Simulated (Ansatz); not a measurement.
# Ta: the cost of one run

Computed with Ansatz 0.2.0 (DFT PBE, scalar-relativistic, plane waves, PAW, unless a step's input says otherwise).

1 further run of the same task is left out (set aside as unsound or not needed).

### Step 1. The structure to begin with

Symmetry: Im-3m, No. 229, cubic system. The conventional cell has a = 3.319 Å, b = 3.319 Å, c = 3.319 Å, α = 90.00°, β = 90.00°, γ = 90.00°. Ta (site symmetry m-3m) is surrounded by 8 Ta at 2.87 Å.

Structure file:

```cif
data_structure
_symmetry_space_group_name_H-M 'Im-3m'
_symmetry_Int_Tables_number 229
_cell_length_a 3.3188
_cell_length_b 3.3188
_cell_length_c 3.3188
_cell_angle_alpha 90.000
_cell_angle_beta 90.000
_cell_angle_gamma 90.000
_cell_volume 36.55
loop_
_atom_site_label
_atom_site_type_symbol
_atom_site_symmetry_multiplicity
_atom_site_Wyckoff_symbol
_atom_site_fract_x
_atom_site_fract_y
_atom_site_fract_z
_atom_site_occupancy
Ta1 Ta 2 a 0.00000 0.00000 0.00000 1
```

This cell was relaxed beforehand with the same method: volume 18.28 Å³/atom, gap on the mesh none (metal).

### Step 2. Relaxing to 0.001 eV/Å, with the smearing for a metal

The response runs start from a cell at rest, found with their own mesh and filling of the bands.

Input file input.yaml:

```yaml
crystal:
  lattice:
    - [-1.6593948216, 1.6593948216, 1.6593948216]
    - [1.6593948216, -1.6593948216, 1.6593948216]
    - [1.6593948216, 1.6593948216, -1.6593948216]
  atoms:
    - { symbol: Ta, position: [0.0, 0.0, 0.0] }
basis:
  ecutwfc: 420
kpoints:
  mp_grid: { grid: [20, 20, 20] }
hamiltonian:
  xc: pbe
scf:
  occupations: { method: fermi_dirac, width: 0.15 }
output:
  forces: true
  stress: true
  eigenvalues: true
relax:
  adjacent_minimum: "off"
  f_tol: 0.001
  max_steps: 60
  cell: { stress_tol: 0.01 }
```

Command:

```
ansatz run input.yaml --threads 2 --pin off --max-ram 5120MiB --backend cpu --events-out ev --progress --plain --runs-dir out
```

**Question.** How long does this run take on 2 threads of Arm Neoverse V2, shared host, and how much memory does it need?

About 5.5 s, with a peak of 0.34 GiB.
